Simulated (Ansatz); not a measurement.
# BrCl3H2OSn: the cost of one run

All numbers below are computed with Ansatz 0.2.0 (RKS BHLYP-D4/def2-SVP).

1 further run of the same task is left out (it didn't finish).

## Step 1: The structure to begin with

Bond lengths: Sn1–Cl2 2.760 Å, Sn1–O3 1.960 Å, O3–H4 1.010 Å, Sn1–Cl5 2.408 Å, Sn1–Cl6 2.408 Å, Sn1–Br7 2.890 Å, Br7–H8 1.811 Å. Angles: Cl2–Sn1–O3 109.4°, Cl2–Sn1–Cl5 109.5°, Cl2–Sn1–Cl6 109.5°, Cl2–Sn1–Br7 71.6°, O3–Sn1–Cl5 109.5°, O3–Sn1–Cl6 109.5°, O3–Sn1–Br7 178.9°, Cl5–Sn1–Cl6 109.5°, Cl5–Sn1–Br7 70.0°, Cl6–Sn1–Br7 70.0°, Sn1–O3–H4 109.5°, Sn1–Br7–H8 66.8°.

Coordinates:

```xyz
8

Sn    0.0000    0.0000    0.0000
Cl    0.0000    0.0000    2.7600
O     1.8483    0.0000   -0.6527
H     2.1646   -0.9521   -0.7693
Cl   -1.1351    1.9666   -0.8025
Cl   -1.1351   -1.9666   -0.8025
Br   -2.7426    0.0000    0.9113
H    -1.5398    0.0000    2.2648
```

## Step 2: Pulling towards end A

Springs on the bonds that form and break draw the guess towards this end; the thresholds are loose.

Contents of input.yaml:

```yaml
crystal:
  periodic: [false, false, false]
  atoms:
    - { symbol: Sn, position_ang: [0.0, 0.0, 0.0] }
    - { symbol: Cl, position_ang: [0.0, 0.0, 2.76] }
    - { symbol: O, position_ang: [1.8483, 0.0, -0.6527] }
    - { symbol: H, position_ang: [2.1646, -0.9521, -0.7693] }
    - { symbol: Cl, position_ang: [-1.1351, 1.9666, -0.8025] }
    - { symbol: Cl, position_ang: [-1.1351, -1.9666, -0.8025] }
    - { symbol: Br, position_ang: [-2.7426, 0.0, 0.9113] }
    - { symbol: H, position_ang: [-1.5398, 0.0, 2.2648] }
basis:
  gaussian: { orbitals: def2-SVP }
hamiltonian:
  xc: { name: BHLYP }
  dispersion: d4
relax:
  f_tol: 0.15
  max_steps: 25
  restrain:
    - { distance: [0, 6], at: 3.79, k: 30.0 }
    - { distance: [7, 1], at: 2.57, k: 30.0 }
    - { distance: [0, 1], at: 2.41, k: 30.0 }
    - { distance: [7, 6], at: 1.55, k: 30.0 }
output:
  orbitals: {}
```

Run with:

```bash
> ansatz run input.yaml --threads 4 --pin off --max-ram 5120MiB --backend cpu --events-out ev --progress --plain --runs-dir out
```

**Question.** How long does this run take on 4 threads of Arm Neoverse V1, shared host, and how much memory does it need?

About 31 s, with a peak of 0.45 GiB.
